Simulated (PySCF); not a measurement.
# C2H10SeSi3: the cost of one run

Programs: PySCF 2.14.0, with density-fitted response routines of our own. Each step states its level of theory. These are calculated values for one molecule in the gas phase, unless marked as measured. Atoms count from 0, in the outputs and in this text.

## (1) The molecule as given

16 atoms, charge 0, multiplicity 1; geometry from: GFN2-xTB.

Bonds of the start (Å): Si0–C1 1.91, C1–Si2 1.91, C1–C3 1.54, C3–Se4 1.99, Se4–Si5 2.28, Si5–C1 1.91, Si0–H6 1.47, Si0–H7 1.47, Si0–H8 1.46, Si2–H9 1.46, Si2–H10 1.47, Si2–H11 1.47, C3–H12 1.09, C3–H13 1.09, Si5–H14 1.46, Si5–H15 1.46.

## (2) TDDFT and polarisability: PBE0/def2-SVPD

What the job is given:

```
{"job": {"kind": "uv", "xc": "PBE0", "basis": "def2-SVPD", "nstates": 8, "ntriplets": 3}, "charge": 0, "multiplicity": 1}
Si    -1.253822     1.411710    -0.089708
C     -0.000323    -0.024700    -0.042115
Si     1.692819     0.553352     0.619806
C      0.154683    -0.657589    -1.437634
Se    -0.405317    -2.548193    -1.167340
Si    -0.664782    -1.564051     0.877924
H     -0.732380     2.483735    -0.941251
H     -2.521743     0.940901    -0.653806
H     -1.463685     1.889580     1.276942
H      1.517886     1.030702     1.991567
H      2.642196    -0.562946     0.600155
H      2.207791     1.619132    -0.243895
H     -0.491063    -0.220118    -2.201094
H      1.176137    -0.654373    -1.821805
H      0.193426    -2.152500     1.904430
H     -2.059421    -1.535697     1.316413
```

Method: TDDFT PBE0/def2-SVPD, vertical, gas phase, core orbitals frozen in the response.

The run is started by

```bash
$ OMP_NUM_THREADS=1 python probes_run.py task.json out
```

This one command runs all jobs of the session in turn.

Q: Estimate the wall time and peak memory of this job on 1 thread of Arm Neoverse V2, shared host.

About 59 s, with a peak of 0.93 GiB.
